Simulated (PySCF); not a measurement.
# FSiSeH3 in PySCF: notebook, part 2 of 2

PySCF 2.14.0.

## (5) Excitation energies (Tamm-Dancoff), PBE0

run.py reads:

```python
import json
import numpy as np
from pyscf.pbc import gto, scf, dft, df

cell = gto.Cell()
cell.basis = 'pob-tzvp-rev2'
cell.fromfile('SiH3SeF.xyz')
cell.exp_to_discard = 0
cell.precision = 1e-08
cell.max_memory = 2520  # MB
cell.verbose = 4
cell.build()

res = {}
kpts = cell.make_kpts([1, 1, 1])
mf = dft.KRKS(cell, kpts, xc='pbe0', exxdiv='ewald')
mf = mf.density_fit()
mf.with_df._cderi = 'cderi.h5'  # three-centre integrals saved by an earlier run on this cell, basis and mesh
mf.conv_tol = 1e-08
mf.max_cycle = 60

mf.kernel()
res.update(converged=bool(mf.converged), e_tot=mf.e_tot, nelec=cell.nelectron, nao=cell.nao, mesh=list(map(int, cell.mesh)), a=cell.lattice_vectors().tolist(), coords=cell.atom_coords().tolist(),
           mo_energy=[np.real(x).tolist() for x in mf.mo_energy], mo_occ=[np.real(x).tolist() for x in mf.mo_occ])
import h5py
print('fit functions by k pair:', sorted({v['0'].shape[0] for v in h5py.File(mf.with_df._cderi)['j3c'].values()}))
res.update(kpts=cell.get_scaled_kpts(kpts).tolist())
res['parts'] = {k: float(np.real(v)) for k, v in mf.scf_summary.items() if np.isscalar(v)}
json.dump(res, open('results.json', 'w'))
if not mf.converged:
    raise SystemExit('SCF not converged')

print('levels (eV)')
for i, kp in enumerate(res['kpts'][:40]):
    print('k %7.4f %7.4f %7.4f  ' % tuple(kp), ' '.join('%.3f' % (x * 27.211386) for x in res['mo_energy'][i][:35]))

# Mulliken populations
dm, s = np.asarray(mf.make_rdm1()), np.asarray(mf.get_ovlp())
sites = cell.aoslice_by_atom()[:, 2:]
tot = np.einsum('kij,kji->i', dm, s).real / len(kpts)
res['mulliken'] = [cell.atom_charge(i) - tot[a0:a1].sum() for i, (a0, a1) in enumerate(sites)]
print('Mulliken charges', np.round(res['mulliken'], 5))

from pyscf.pbc import tdscf
td = tdscf.KTDA(mf)
td.nstates = 5
td.kshift_lst = [0]
td.conv_tol = 1e-5
td.kernel()
res.update(excitations=np.real(td.e[0]).tolist(), post_converged=bool(np.all(td.converged)))
res['done'] = True
json.dump(res, open('results.json', 'w'))
```

SiH3SeF.xyz reads:

```xyz
6
Lattice="12.0000000000 0.0000000000 0.0000000000 0.0000000000 12.0000000000 0.0000000000 0.0000000000 0.0000000000 13.0000000000" Properties=species:S:1:pos:R:3 pbc="T T T"
F      4.5436500000      6.4007499600      6.3322000300
Si     6.0775500000      6.2690499600      5.9050000100
Se     7.4823500400      6.9157500000      7.5504000000
H      6.3020499600      4.8507500400      5.5526000400
H      6.3202500000      7.1912499600      4.7749000000
H      7.3023500400      5.6611500000      8.2931000100
```

Potentials or basis: pob-tzvp-rev2 (all-electron).

On the command line:

```
> OMP_NUM_THREADS=2 python -u run.py > log
```

Output:

```text
Discarded 0 diffused primitive functions, 0 contracted functions

******** <class 'pyscf.pbc.dft.krks.KRKS'> ********
method = KRKS
initial guess = minao
damping factor = 0
level_shift factor = 0
DIIS = <class 'pyscf.scf.diis.CDIIS'>
diis_start_cycle = 1
diis_space = 8
diis_damp = 0
SCF conv_tol = 1e-08
SCF conv_tol_grad = None
SCF max_cycles = 60
direct_scf = True
direct_scf_tol = 1e-13

******** PBC SCF flags ********
N kpts = 1
Exchange divergence treatment (exxdiv) = ewald
    madelung (= occupied orbital energy shift) = 0.12155911601066506
    Total energy shift due to Ewald probe charge = -1/2 * Nelec*madelung = -3.64677348032
DF object = <pyscf.pbc.df.df.GDF object>
XC functionals = pbe0
small_rho_cutoff = 0
radial grids:
    Treutler-Ahlrichs [JCP 102, 346 (1995); DOI:10.1063/1.469408] (M4) radial grids

becke partition: Becke, JCP 88, 2547 (1988); DOI:10.1063/1.454033
pruning grids: <function nwchem_prune>
grids dens level: 3
symmetrized grids: False
atomic radii adjust function: <function treutler_atomic_radii_adjust>
Set gradient conv threshold to 0.0001

******** <class 'pyscf.pbc.df.rsdf_builder._RSNucBuilder'> ********
mesh = [45 45 49] (99225 PWs)
ke_cutoff = 18.57868094385515
omega = 0.5413047523121697
exclude_d_aux = False
exclude_dd_block = True
j2c_eig_always = False
has_long_range = True
tot grids = 83290
cell vol = 12632.8822  sum(weights) = 12611.3947
nelec by numeric integration = 59.9999920858163
init E= -2792.71039741667
  HOMO = -0.258908599886  LUMO = 0.00676230576919  gap/eV = 7.22927
nelec by numeric integration = 59.999991019659774
cycle= 1 E= -2792.19880155404  delta_E= 0.512  |g|= 0.678  |ddm|= 2.49
  HOMO = -0.256161869197  LUMO = 0.0152420502571  gap/eV = 7.38528
nelec by numeric integration = 59.999990732005614
cycle= 2 E= -2792.13132939002  delta_E= 0.0675  |g|= 0.944  |ddm|= 0.716
  HOMO = -0.253779035143  LUMO = 0.0261735182274  gap/eV = 7.61790
nelec by numeric integration = 59.999990839981486
cycle= 3 E= -2792.25420499726  delta_E= -0.123  |g|= 0.133  |ddm|= 0.455
  HOMO = -0.256910036442  LUMO = 0.0268939690651  gap/eV = 7.72270
nelec by numeric integration = 59.999990790558854
cycle= 4 E= -2792.25645279075  delta_E= -0.00225  |g|= 0.0118  |ddm|= 0.0757
  HOMO = -0.257276758632  LUMO = 0.0268095305849  gap/eV = 7.73038
nelec by numeric integration = 59.99999079400193
cycle= 5 E= -2792.25647556384  delta_E= -2.28e-05  |g|= 0.00449  |ddm|= 0.0139
  HOMO = -0.257251689287  LUMO = 0.026931682617  gap/eV = 7.73302
nelec by numeric integration = 59.99999079108815
cycle= 6 E= -2792.25648227209  delta_E= -6.71e-06  |g|= 0.00134  |ddm|= 0.00632
  HOMO = -0.257126799368  LUMO = 0.0269716741033  gap/eV = 7.73071
nelec by numeric integration = 59.99999079136318
cycle= 7 E= -2792.25648262614  delta_E= -3.54e-07  |g|= 0.000213  |ddm|= 0.00135
  HOMO = -0.257156771188  LUMO = 0.0269524264559  gap/eV = 7.73101
nelec by numeric integration = 59.99999079125266
cycle= 8 E= -2792.25648263376  delta_E= -7.62e-09  |g|= 4.2e-05  |ddm|= 0.000229
  HOMO = -0.257148801028  LUMO = 0.0269573002907  gap/eV = 7.73092
nelec by numeric integration = 59.999990791259535
Extra cycle  E= -2792.25648263374  delta_E= 1.32e-11  |g|= 5.27e-05  |ddm|= 7.89e-05
converged SCF energy = -2792.25648263374
fit functions by k pair: [703]
levels (eV)
k  0.0000  0.0000  0.0000   -12362.261 -1803.466 -1584.892 -1421.974 -1421.947 -1421.895 -673.514 -214.632 -158.304 -158.216 -158.009 -146.410 -101.069 -101.018 -100.964 -58.292 -58.267 -58.092 -58.021 -57.990 -32.927 -19.629 -15.268 -12.556 -12.463 -12.172 -10.779 -9.452 -8.720 -6.997 0.734 1.324 1.444 2.771 3.188
Mulliken charges [-0.40472  0.69357 -0.12907 -0.09018 -0.08757  0.01798]

******** <class 'pyscf.pbc.tdscf.krks.TDA'> for <class 'pyscf.pbc.dft.krks.KRKS'> ********
nstates = 5 singlet
deg_eia_thresh = 1.000e-03
kshift_lst = [0]
wfnsym = None
conv_tol = 1e-05
eigh lindep = 1e-12
eigh level_shift = 0
eigh max_cycle = 100

nelec by numeric integration = 59.999990791259535

******** <class 'pyscf.pbc.df.rsdf_builder._RSNucBuilder'> ********
mesh = [45 45 49] (99225 PWs)
ke_cutoff = 18.57868094385515
omega = 0.5413047523121697
exclude_d_aux = False
exclude_dd_block = True
j2c_eig_always = False
has_long_range = True
kshift = 0  Excited State energies (eV)
[5.96288343 6.94089006 7.15136767 8.14070324 8.28117636]
```

It took 1.7 min on 2 threads of Intel Xeon at 2.70GHz, shared host; peak memory 1.9 GiB.

What came out:

```
Free energy                     : -75981.1696 eV
Gap between the frontier levels : 7.73 eV
Mulliken charges                : F -0.40; Si +0.69; Se -0.13; H -0.09, +0.02 e
```

Levels at points of the mesh, in eV from the valence-band top:
| k point | band 27 | band 28 | band 29 | band 30 | band 31 | band 32 | band 33 | band 34 |
| --- | --- | --- | --- | --- | --- | --- | --- | --- |
| (0.00, 0.00, 0.00) | -3.78 | -2.46 | -1.72 | 0.00 | 7.73 | 8.32 | 8.44 | 9.77 |

Lowest excitation energies (eV): 5.96, 6.94, 7.15, 8.14, 8.28

Caveat: the basis is small and the box finite, so much correlation energy is missing and levels can be off by tenths of an eV; Mulliken charges move with the basis; the iterative solver can pass over a root and still report convergence; this is a molecule in a periodic box at the Γ point, so its band gap is the HOMO-LUMO gap; total energy, band gap and charges are those of the mean-field reference; relativity is left out, which matters for the heavier elements; the basis of atomic orbitals isn't converged, which shifts pressures, moduli and gaps.

## (6) Overview

```tsv
task	level	exxdiv	grid for exchange and correlation	gap on the mesh (eV)
MP2 correlation energy	HF	ewald	-	14.12
RPA correlation energy	PBE	-	Becke, atom-centred	-
G0W0 quasiparticle levels	PBE0	ewald	Becke, atom-centred	-
excitation energies (Tamm-Dancoff)	PBE0	ewald	Becke, atom-centred	7.73
```

Alike in all rows: potentials or basis pob-tzvp-rev2 (all-electron); no spin polarisation; cell as given; k mesh 1 × 1 × 1; smearing fixed.

Caveats: the basis is small and the box finite, so much correlation energy is missing and levels can be off by tenths of an eV; this is a molecule in a periodic box at the Γ point, so its band gap is the HOMO-LUMO gap; relativity is left out, which matters for the heavier elements; the basis of atomic orbitals isn't converged, which shifts pressures, moduli and gaps; the iterative solver can pass over a root and still report convergence (some runs).

Total energies depend on the potentials used, so only differences within one code and one set of settings carry meaning.
